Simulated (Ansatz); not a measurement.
# CuCH3 (singlet): from Hartree-Fock to the top rungs at distance Cu1–C2 = 2.131 Å, def2-SVP

One table from this session's results is given with a row withheld; the runs are named, their logs left out.

Computed with Ansatz 0.2.0, Gaussian basis. Level: def2-SVP, core rule «outside noble gas», up to 10 orbitals frozen.

The runs, in order: UHF; CCSD(T) on RHF; CISD; CCSDT(Q) on RHF; CASSCF and NEVPT2, 2 electrons in 2 orbitals; CASSCF and NEVPT2, 8 electrons in 8 orbitals.

17 further runs of the same task are left out: 17 that didn't finish.

### The system

The geometry derives from a PBE0/def2-TZVP stationary point (not a proven minimum). One bond is set to the value named and the two fragments are kept rigid.

5 atoms, charge 0, spin multiplicity 1.

Atoms are counted from 1 here; the program's logs count them from 0.

Bond lengths: Cu1–C2 2.131 Å, C2–H3 1.091 Å, C2–H4 1.091 Å, C2–H5 1.091 Å. Angles: Cu1–C2–H3 108.7°, Cu1–C2–H4 108.7°, Cu1–C2–H5 108.7°, H3–C2–H4 110.2°, H3–C2–H5 110.2°, H4–C2–H5 110.2°.

Set-up of the first run:

in.yaml

```yaml
crystal:
  periodic: [false, false, false]
  atoms:
    - {symbol: Cu, position_ang: [-0.421184, 0.003250, 0.002586]}
    - {symbol: C, position_ang: [1.709712, -0.013192, -0.010498]}
    - {symbol: H, position_ang: [2.052271, -1.049336, -0.007508]}
    - {symbol: H, position_ang: [2.069713, 0.505234, 0.879774]}
    - {symbol: H, position_ang: [2.058655, 0.496413, -0.910215]}
basis:
  gaussian: {orbitals: def2-SVP}
magnetization: {spin_polarized: true, initial_magnetization: 0}
hamiltonian: {xc: hf}
output: {orbitals: {seedname: orbitals}}
```

Command:

```bash
$ ansatz run in.yaml --threads 1 --pin off --events-out ev --progress --plain --max-ram 2393MiB
```

Steps of the session up to this table: UHF; CCSD(T) on RHF; CISD; CCSDT(Q) on RHF; CASSCF and NEVPT2, 2 electrons in 2 orbitals; CASSCF and NEVPT2, 8 electrons in 8 orbitals.

One of the session's tables, all rows but one given; the rest of the session is left out.

| method | from RCCSDT(Q) (kJ/mol) |
| --- | --- |
| RHF | +1216.9 |
| RMP2 | +2.2 |
| CISD | +157.5 |
| RCCSD | +45.2 |
| RCCSD(T) | -3.1 |
| RCCSDT | -4.2 |
| RCCSDT(Q) | 0 |
| CASSCF pair | ? |
| NEVPT2 pair | +0.4 |

Estimate the missing values for CASSCF pair.

**Answer.** from RCCSDT(Q) (kJ/mol): +1164.3. In the column «from RCCSDT(Q) (kJ/mol)» it lies between CISD (+157.5) and RHF (+1216.9).

Left out of the table: CASSCF frontier, NEVPT2 frontier (the active space lost an orbital or holds another state than full CI finds).

Limits of these values: Warnings in the runs' records: passed over end.
